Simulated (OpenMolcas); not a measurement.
# Re⁵⁺ among point charges: CASSCF and CASPT2 levels and susceptibility

How does a field of 5 point charges split the states of Re⁵⁺, and what χT follows?

Program: OpenMolcas 26.06. Level of theory: state-averaged CASSCF and CASPT2, spin-orbit coupling by RASSI with atomic mean-field integrals. These are calculated values, not measurements, unless marked.

### Step 1. What is computed

```
Species                           : Re⁵⁺ (rhenium, Z = 75, 70 electrons)
Basis                             : ANO-RCC-VDZP [7s6p4d2f1g], 68 functions
Scalar Hamiltonian                : DKH2, point nucleus
Inactive shells                   : 1s 2s 2p 3s 3p 3d 4s 4p 4d 4f 5s 5p
Active space                      : 2 electrons in 5 orbitals (5d)
Some configurations of this space : 5d2
Orbitals                          : optimised for each spin and parity, averaged over all roots
```

Outer shells as boxes (Hund's rule):

5d2
```
5d [↑ ][↑ ][  ][  ][  ]
```

The ion sits among 5 point charges of -1 e arranged as a square pyramid (C4v), 1.99 Å from the ion, with the axial distance 2.288 Å.

The work runs as a chain of OpenMolcas steps in one folder; each step below is one input file. Labels, J, g values, rates, χT and fits are worked out afterwards by a script from the matrices that RASSI stores.

### Step 2. One- and two-electron integrals

Input file a.inp:

```
&GATEWAY
Coord
1

Re 0.0 0.0 0.0
Basis=ANO-RCC-VDZP
Group=NoSym
NoMove
AngMom=0.0 0.0 0.0
AMFI
XField
5 Angstrom 0
1.990000 0.000000 0.000000 -1.000000
0.000000 1.990000 0.000000 -1.000000
-1.990000 0.000000 0.000000 -1.000000
0.000000 -1.990000 0.000000 -1.000000
0.000000 0.000000 2.288500 -1.000000
&SEWARD
```

Started as:

```bash
OMP_NUM_THREADS=1 MOLCAS_MEM=1689 MOLCAS_PROJECT=a pymolcas a.inp > a.log
```

Output:

```text
Basis set label: RE.ANO-RCC...7S6P4D2F1G.

      Electronic valence basis set:
      ------------------
      Associated Effective Charge  75.000000 au
      Associated Actual Charge     75.000000 au
      Nuclear Model: Point charge

      Shell  nPrim  nBasis  Cartesian Spherical Contaminant
         s      24       7        X
         p      21       6        X
         d      15       4                 X
         f      11       2                 X
         g       4       1                 X
                  Relativistic Douglas-Kroll-Hess integrals:
                    - DKH order of Hamiltonian: 2
                    - DKH order of Properties : 0
                  Atomic mean-field integrals
```

### Step 3. CASSCF: triplets, 10 roots

Input file a.inp:

```
&RASSCF
FileOrb=start.orb
Symmetry=1
Spin=3
nActEl=2 0 0
Inactive=34
Ras2=5
CIRoot=10 10 1
SDav=10
CIMx=300
Iter=120 100
PrWF=0.3
OrbListing=Nothing
MaxOrb=0
>>> COPY $Project.JobIph JOB001
```

Started as:

```bash
OMP_NUM_THREADS=1 MOLCAS_MEM=1689 MOLCAS_PROJECT=a pymolcas a.inp > a.log
```

start.orb holds the contracted functions of the basis, ordered by shell, or the orbitals of the step before.

Output, shortened:

```text
[...]
      Number of active orbitals                  5
[...]
      Spin quantum number                      1.0
[...]
      Active orbitals                            5
[...]
      Number of CSFs                            10
      Number of root(s) required                10
[...]
      Convergence after 10 iterations
[...]
      Natural orbitals and occupation numbers for root  1
      sym 1:   0.042598   0.957402   0.000000   0.957402   0.042598
      Natural orbitals and occupation numbers for root  2
      sym 1:   0.615277   0.384723   0.384723   0.615277  -0.000000
      Natural orbitals and occupation numbers for root  3
      sym 1:   0.384723   0.615277   0.384723   0.615277  -0.000000
::    RASSCF root number  1 Total energy: -16677.91590720
::    RASSCF root number  2 Total energy: -16677.90819077
::    RASSCF root number  3 Total energy: -16677.90819077
[...]
::    RASSCF root number  7 Total energy: -16677.87255724
::    RASSCF root number  8 Total energy: -16677.84133931
::    RASSCF root number  9 Total energy: -16677.84133931
::    RASSCF root number 10 Total energy: -16677.79878157
```

### Step 4. Reference wave functions, singlets, 15 roots

Input file a.inp:

```
&RASSCF
FileOrb=start.orb
Symmetry=1
Spin=1
nActEl=2 0 0
Inactive=34
Ras2=5
CIRoot=15 15 1
SDav=15
CIMx=300
Iter=120 100
PrWF=0.3
OrbListing=Nothing
MaxOrb=0
>>> COPY $Project.JobIph JOB002
```

Output, shortened:

```text
[...]
      Number of active orbitals                  5
[...]
      Spin quantum number                      0.0
[...]
      Active orbitals                            5
[...]
      Number of CSFs                            15
      Number of root(s) required                15
[...]
      Convergence after  7 iterations
[...]
      Natural orbitals and occupation numbers for root  1
      sym 1:   0.730097   0.269903   0.269903   0.730097  -0.000000
      Natural orbitals and occupation numbers for root  2
      sym 1:   0.902904   0.000000   0.097096   0.902904   0.097096
      Natural orbitals and occupation numbers for root  3
      sym 1:   0.911691   0.088309   0.911691   0.088309   0.000000
::    RASSCF root number  1 Total energy: -16677.86500271
::    RASSCF root number  2 Total energy: -16677.86072203
::    RASSCF root number  3 Total energy: -16677.84734236
[...]
::    RASSCF root number 12 Total energy: -16677.80163869
::    RASSCF root number 13 Total energy: -16677.77245783
::    RASSCF root number 14 Total energy: -16677.77131011
::    RASSCF root number 15 Total energy: -16677.68136478
```

### Step 5. RASSI: spin-orbit coupling between the states

Input file a.inp:

```
&RASSI
NrOfJobIphs=2 10 15
1 2 3 4 5 6 7 8 9 10
1 2 3 4 5 6 7 8 9 10 11 12 13 14 15
IphNames
JOB001
JOB002
EJob
SpinOrbit
DIPRint=1.0
SOCoupling=1000.0
Subsets=2
Property=9
'ANGMOM' 1 'ANGMOM' 2 'ANGMOM' 3 'MLTPL  1' 1 'MLTPL  1' 2 'MLTPL  1' 3
'AMFI' 1 'AMFI' 2 'AMFI' 3
SOProperty=3
'ANGMOM' 1 'ANGMOM' 2 'ANGMOM' 3
```

Output:

```text
SPIN-FREE ENERGIES:
  (Shifted by EMIN (a.u.) =     -16677.9159072017)

 SF State       Relative EMIN(au)   Rel lowest level(eV)    D:o, cm**(-1)      L_eff

     1             0.0000000000        0.0000000000              0.0000         2.9
     2             0.0077164359        0.2099749166           1693.5619         2.9
     3             0.0077164359        0.2099749166           1693.5619         2.9
     4             0.0178966717        0.4869932466           3927.8654         3.0
     5             0.0289327553        0.7873003797           6350.0058         2.9
     6             0.0289327553        0.7873003797           6350.0058         2.9
     7             0.0433499613        1.1796125416           9514.2168         3.0
    11             0.0509044873        1.3851816660          11172.2436         2.2
    12             0.0551851717        1.5016650210          12111.7452         2.6
    13             0.0685648427        1.8657444177          15048.2436         2.9
    14             0.0685648427        1.8657444177          15048.2436         2.9
    15             0.0743951208        2.0243943679          16327.8417         3.9
     8             0.0745678887        2.0290956197          16365.7599         1.4
     9             0.0745678887        2.0290956197          16365.7599         1.4
    16             0.0808439021        2.1998746466          17743.1856         2.3
    17             0.0823130088        2.2398510768          18065.6173         3.5
    18             0.0823130088        2.2398510768          18065.6173         3.5
    19             0.0858576293        2.3363051118          18843.5715         3.8
    20             0.1077832856        2.9329326160          23655.6969         3.6
    21             0.1142685075        3.1094044936          25079.0386         3.8
    22             0.1142685075        3.1094044936          25079.0386         3.8
    10             0.1171256344        3.1871508775          25706.1054         1.2
    23             0.1434493732        3.9034563009          31483.4983         3.8
    24             0.1445970890        3.9346872400          31735.3928         4.0
    25             0.2345424205        6.3822243951          51476.1113         0.9
     Dipole printing threshold changed to   1.00000000E+00

++ Dipole transition strengths (spin-free states):
   -----------------------------------------------
     for osc. strength at least  1.00000000E+00

  ( Max oscillator strength is only    2.9167354119633360E-005 )
--
Eigenvalues of complex Hamiltonian:
   -----------------------------------
  (Shifted by EMIN (a.u.) =     -16677.9159072017)

 SO State       Relative EMIN(au)   Rel lowest level(eV)    D:o, cm**(-1)     J-value

     1            -0.0429275354        0.0000000000              0.0000         1.9
     2            -0.0358030392        0.1938674188           1563.6462         1.8
     3            -0.0358030392        0.1938674187           1563.6462         1.8
     4            -0.0329692909        0.2709776365           2185.5820         1.1
     5            -0.0252646965        0.4806303314           3876.5451         1.0
     6            -0.0009845474        1.1413268453           9205.4218         2.9
     7             0.0018433470        1.2182777738           9826.0729         2.7
     8             0.0018433470        1.2182777738           9826.0729         2.7
     9             0.0048688625        1.3006062436          10490.0968         2.4
    10             0.0140537293        1.5505392032          12505.9421         2.2
    11             0.0199343644        1.7105594353          13796.5923         1.6
    12             0.0199343644        1.7105594353          13796.5923         1.6
    13             0.0235455506        1.8088248169          14589.1560         3.7
    14             0.0275484283        1.9177486694          15467.6862         3.4
    15             0.0275484283        1.9177486695          15467.6862         3.4
    16             0.0318274790        2.0341875692          16406.8292         3.0
    17             0.0376950037        2.1938510526          17694.6021         1.1
    18             0.0457903881        2.4141376834          19471.3336         2.5
    19             0.0482246629        2.4803776749          20005.5951         1.4
    20             0.0525175145        2.5971921177          20947.7671         2.4
    21             0.0525175145        2.5971921179          20947.7671         2.4
    22             0.0542955561        2.6455750955          21338.0022         2.2
    23             0.0602046115        2.8063686831          22634.8899         2.4
    24             0.0605357451        2.8153792885          22707.5654         1.8
    25             0.0605452319        2.8156374354          22709.6474         2.6
    26             0.0605452319        2.8156374353          22709.6474         2.6
    27             0.0693764728        3.0559477431          24647.8808         1.4
    28             0.0764197505        3.2476050935          26193.7016         2.0
    29             0.0834257932        3.4382492279          27731.3502         3.2
    30             0.0834257932        3.4382492276          27731.3502         3.2
    31             0.0845740211        3.4694940994          27983.3571         3.8
    32             0.0870792917        3.5376659863          28533.2004         2.7
    33             0.0902552112        3.6240871573          29230.2342         2.6
    34             0.0914022683        3.6553001722          29481.9841         2.4
    35             0.0914022683        3.6553001724          29481.9841         2.4
    36             0.1084589182        4.1194352597          33225.4861         2.4
    37             0.1175414628        4.3665838903          35218.8742         2.7
    38             0.1175414628        4.3665838907          35218.8742         2.7
    39             0.1244277419        4.5539690898          36730.2378         2.3
    40             0.1334606695        4.7997675736          38712.7363         2.1
    41             0.1357803351        4.8628888891          39221.8440         2.1
Weights of the five most important spin-orbit-free states for each spin-orbit state.

 SO State  Total energy (au)           Spin-free states, spin, and weights
 -------------------------------------------------------------------------------------------------------
    1        -0.042928       1 1.0  0.4278    2 1.0  0.2325    3 1.0  0.2325   16 0.0  0.0590    5 1.0  0.0195
    2        -0.035803       3 1.0  0.3658    1 1.0  0.3077    4 1.0  0.1591    7 1.0  0.0708   14 0.0  0.0444
    3        -0.035803       2 1.0  0.3658    1 1.0  0.3077    4 1.0  0.1591    7 1.0  0.0708   13 0.0  0.0444
    4        -0.032969       4 1.0  0.2483    3 1.0  0.1916    2 1.0  0.1916    6 1.0  0.1188    5 1.0  0.1188
    5        -0.025265       6 1.0  0.3417    5 1.0  0.3417   11 0.0  0.1802    7 1.0  0.1181   19 0.0  0.0077
    6        -0.000985       3 1.0  0.4741    2 1.0  0.4741    6 1.0  0.0255    5 1.0  0.0255   24 0.0  0.0004
    7         0.001843       1 1.0  0.4825    4 1.0  0.3909    7 1.0  0.0819    5 1.0  0.0162    6 1.0  0.0123
    8         0.001843       1 1.0  0.4825    4 1.0  0.3909    7 1.0  0.0819    6 1.0  0.0162    5 1.0  0.0123
    9         0.004869       2 1.0  0.4316    3 1.0  0.4316    7 1.0  0.1010   11 0.0  0.0235    5 1.0  0.0043
   10         0.014054       6 1.0  0.3499    5 1.0  0.3499    4 1.0  0.1652    3 1.0  0.0623    2 1.0  0.0623
   11         0.019934       6 1.0  0.6463    7 1.0  0.2140    2 1.0  0.1164   13 0.0  0.0090    9 1.0  0.0074
   12         0.019934       5 1.0  0.6463    7 1.0  0.2140    3 1.0  0.1164   14 0.0  0.0090    8 1.0  0.0074
```

These steps took 7.4 s in all on 1 thread of Arm Neoverse V1, shared host.

States without spin-orbit coupling:

```csv
state,degeneracy,E (cm-1),free-ion L (%)
triplet,1,0,F (93)
triplet,2,1694,F (96)
triplet,1,3928,F (100)
triplet,2,6350,F (90)
triplet,1,9514,F (100)
singlet,1,11172,D (91)
singlet,1,12112,D (73)
singlet,2,15048,D (59)
singlet,1,16328,G (92)
triplet,2,16366,P (86)
singlet,1,17743,D (82)
singlet,2,18066,G (72)
singlet,1,18844,G (91)
singlet,1,23656,G (73)
singlet,2,25079,G (87)
triplet,1,25706,P (93)
singlet,1,31483,G (88)
singlet,1,31735,G (100)
singlet,1,51476,S (88)
```

With spin-orbit coupling:

```json
{"E (cm-1)": "0.0", "Degeneracy": "1", "2S+1": "3", "g": ""}
{"E (cm-1)": "1564", "Degeneracy": "2", "2S+1": "3", "g": "0.00 0.00 1.99"}
{"E (cm-1)": "2186", "Degeneracy": "1", "2S+1": "3", "g": ""}
{"E (cm-1)": "3877", "Degeneracy": "1", "2S+1": "3", "g": ""}
{"E (cm-1)": "9205", "Degeneracy": "1", "2S+1": "3", "g": ""}
{"E (cm-1)": "9826", "Degeneracy": "2", "2S+1": "3", "g": "0.00 0.00 1.29"}
{"E (cm-1)": "10490", "Degeneracy": "1", "2S+1": "3", "g": ""}
{"E (cm-1)": "12506", "Degeneracy": "1", "2S+1": "3", "g": ""}
{"E (cm-1)": "13797", "Degeneracy": "2", "2S+1": "3", "g": "0.00 0.00 5.34"}
{"E (cm-1)": "14589", "Degeneracy": "1", "2S+1": "3", "g": ""}
{"E (cm-1)": "15468", "Degeneracy": "2", "2S+1": "3", "g": "0.00 0.00 1.47"}
{"E (cm-1)": "16407", "Degeneracy": "1", "2S+1": "3", "g": ""}
{"E (cm-1)": "17695", "Degeneracy": "1", "2S+1": "3", "g": ""}
{"E (cm-1)": "19471", "Degeneracy": "1", "2S+1": "3", "g": ""}
{"E (cm-1)": "20006", "Degeneracy": "1", "2S+1": "3", "g": ""}
{"E (cm-1)": "20948", "Degeneracy": "2", "2S+1": "3", "g": "0.00 0.00 4.06"}
{"E (cm-1)": "21338", "Degeneracy": "1", "2S+1": "3", "g": ""}
{"E (cm-1)": "22635", "Degeneracy": "1", "2S+1": "3", "g": ""}
{"E (cm-1)": "22708", "Degeneracy": "1", "2S+1": "3", "g": ""}
{"E (cm-1)": "22710", "Degeneracy": "2", "2S+1": "3", "g": "0.00 0.00 1.05"}
{"E (cm-1)": "24648", "Degeneracy": "1", "2S+1": "3", "g": ""}
{"E (cm-1)": "26194", "Degeneracy": "1", "2S+1": "1", "g": ""}
{"E (cm-1)": "27731", "Degeneracy": "2", "2S+1": "1", "g": "0.00 0.00 2.02"}
{"E (cm-1)": "27983", "Degeneracy": "1", "2S+1": "1", "g": ""}
```

Principal g values are given for doublets only; a zero marks a field direction without first-order Zeeman splitting.

Powder χT (cm³ K/mol): 0.00 at 2 K, 0.00 at 5 K, 0.00 at 10 K, 0.00 at 20 K, 0.01 at 50 K, 0.02 at 100 K, 0.03 at 150 K, 0.05 at 200 K, 0.06 at 250 K, 0.07 at 300 K.

Orbitals of the lowest block (energies include the constant potential of the surroundings):

```csv
shell,space,energy (hartree),mean occupation,⟨r²⟩ (bohr²)
1s,inactive,-2643.8454,2.000,0.000416
2s,inactive,-464.7551,2.000,0.00679
2p,inactive,-407.4030,6.000,0.00563
3s,inactive,-110.6608,2.000,0.0443
3p,inactive,-93.3342,6.000,0.0450
3d,inactive,-72.8294,10.000,0.0377
4s,inactive,-25.0699,2.000,0.220
4p,inactive,-19.2530,6.000,0.248
4d,inactive,-11.6421,10.000,0.290
4f,inactive,-3.1704,14.000,0.401
5s,inactive,-4.6065,2.000,1.21
5p,inactive,-2.9692,6.000,1.57
5d,RAS2,,2.000,2.75
```

### Step 6. CASPT2: IPEA 0.25, imaginary shift 0.1 (closed shells correlated: 4f 5s 5p)

Input file a.inp:

```
>>> COPY JOB001 $Project.JobIph
&CASPT2
Multistate=10 1 2 3 4 5 6 7 8 9 10
NoMult
Frozen=23
IPEA=0.25
Imaginary=0.1
MaxIter=60
WThr=0.0 0.3 0.05
PrWF=0.5
NoMix
>>> COPY JOB002 $Project.JobIph
&CASPT2
Multistate=15 1 2 3 4 5 6 7 8 9 10 11 12 13 14 15
NoMult
Frozen=23
IPEA=0.25
Imaginary=0.1
MaxIter=60
WThr=0.0 0.3 0.05
PrWF=0.5
NoMix
```

Output, shortened:

```text
[...]
      Active orbitals                            5
[...]
      E2 (Variational):          -0.7065416839
      Total energy:          -16678.6224488856
[...]
::    CASPT2 Root  1     Total energy: -16678.62244889
::    CASPT2 Root  2     Total energy: -16678.61660984
[...]
::    CASPT2 Root 12     Total energy: -16678.51407378
::    CASPT2 Root 13     Total energy: -16678.48565501
::    CASPT2 Root 14     Total energy: -16678.48234762
::    CASPT2 Root 15     Total energy: -16678.40608017
```

This run: 8.9 s of run time, 1 thread of Arm Neoverse V1, shared host.

SS-CASPT2: lowest energy less the reference's lowest, -0.7065 hartree; reference weights 0.930 to 0.937.

Spin-free states:

```csv
state,degeneracy,E (cm-1),free-ion L (%)
triplet,1,0,F (93)
triplet,2,1282,F (96)
triplet,1,4044,F (100)
triplet,2,5860,F (90)
singlet,1,9389,D (91)
triplet,1,9636,F (100)
singlet,1,10743,D (73)
singlet,2,13441,D (59)
triplet,2,14876,P (86)
singlet,1,15375,G (92)
singlet,1,15480,D (82)
singlet,2,16564,G (72)
singlet,1,17501,G (91)
singlet,1,22429,G (73)
singlet,2,23786,G (87)
triplet,1,24335,P (93)
singlet,1,30023,G (88)
singlet,1,30749,G (100)
singlet,1,47487,S (88)
```

With spin-orbit coupling:

```json
{"E (cm-1)": "0", "Degeneracy": "1", "2S+1": "3", "g": ""}
{"E (cm-1)": "1660", "Degeneracy": "2", "2S+1": "3", "g": "0.00 0.00 1.99"}
{"E (cm-1)": "2120", "Degeneracy": "1", "2S+1": "3", "g": ""}
{"E (cm-1)": "3570", "Degeneracy": "1", "2S+1": "3", "g": ""}
{"E (cm-1)": "9160", "Degeneracy": "1", "2S+1": "3", "g": ""}
{"E (cm-1)": "10220", "Degeneracy": "2", "2S+1": "3", "g": "0.00 0.00 1.25"}
{"E (cm-1)": "10460", "Degeneracy": "1", "2S+1": "3", "g": ""}
{"E (cm-1)": "12480", "Degeneracy": "1", "2S+1": "3", "g": ""}
{"E (cm-1)": "13790", "Degeneracy": "2", "2S+1": "3", "g": "0.00 0.00 5.23"}
{"E (cm-1)": "14630", "Degeneracy": "1", "2S+1": "3", "g": ""}
{"E (cm-1)": "15280", "Degeneracy": "2", "2S+1": "3", "g": "0.00 0.00 1.51"}
{"E (cm-1)": "16330", "Degeneracy": "1", "2S+1": "3", "g": ""}
{"E (cm-1)": "16870", "Degeneracy": "1", "2S+1": "3", "g": ""}
{"E (cm-1)": "19100", "Degeneracy": "1", "2S+1": "3", "g": ""}
{"E (cm-1)": "19660", "Degeneracy": "1", "2S+1": "3", "g": ""}
{"E (cm-1)": "20660", "Degeneracy": "1", "2S+1": "3", "g": ""}
{"E (cm-1)": "20690", "Degeneracy": "2", "2S+1": "3", "g": "0.00 0.00 1.54"}
{"E (cm-1)": "21900", "Degeneracy": "1", "2S+1": "3", "g": ""}
{"E (cm-1)": "22040", "Degeneracy": "1", "2S+1": "3", "g": ""}
{"E (cm-1)": "22170", "Degeneracy": "2", "2S+1": "3", "g": "0.00 0.00 3.53"}
{"E (cm-1)": "23730", "Degeneracy": "1", "2S+1": "3", "g": ""}
{"E (cm-1)": "24710", "Degeneracy": "1", "2S+1": "1", "g": ""}
{"E (cm-1)": "26800", "Degeneracy": "2", "2S+1": "1", "g": "0.00 0.00 1.98"}
{"E (cm-1)": "27500", "Degeneracy": "1", "2S+1": "1", "g": ""}
```

Powder χT (cm³ K/mol): 0.00 at 2 K, 0.00 at 5 K, 0.00 at 10 K, 0.00 at 20 K, 0.01 at 50 K, 0.02 at 100 K, 0.03 at 150 K, 0.04 at 200 K, 0.05 at 250 K, 0.07 at 300 K.

### Step 7. The methods side by side

A. CASSCF
B. SS-CASPT2, IPEA 0.25, imaginary shift 0.1 (closed shells correlated: 4f 5s 5p)

```csv
method,ground state,first state of that spin (cm-1),first gap with spin-orbit (cm-1),χT at 300 K
A,triplet,triplet 1694,1563.6,0.07
B,triplet,triplet 1282,1656.2,0.07
```

### Step 8. Outcome

| quantity | value |
| --- | --- |
| method | SS-CASPT2, IPEA 0.25, imaginary shift 0.1 (closed shells correlated: 4f 5s 5p) |
| spin-free ground state | triplet, 1-fold in its orbital part |
| first state of the same spin within the active space | triplet at 1280 cm⁻¹ |
| lowest level | 1-fold |
| next level | 1656.2 cm⁻¹ |
| χT at 300 K | 0.07 cm³ K/mol |
| effective moment at 300 K | 0.72 μB |

Cost by method:

```csv
method,time of its own steps,time with the reference
A. CASSCF,7.4 s,7.4 s
"B. SS-CASPT2, IPEA 0.25, imaginary shift 0.1, +4f 5s 5p",8.9 s,16 s
```

Times are of one thread on a shared host.

**Reading.** The spin-free ground state (triplet) comes to 93 % from free-ion F terms and keeps the highest spin of the shell. χT at 300 K is 0.07, against 1.00 cm³ K/mol for the spin alone, so spin-orbit coupling lowers it. The field of point charges can differ much from that of real complexes. Point charges carry no covalency, so the field is a model and not that of real ligands.
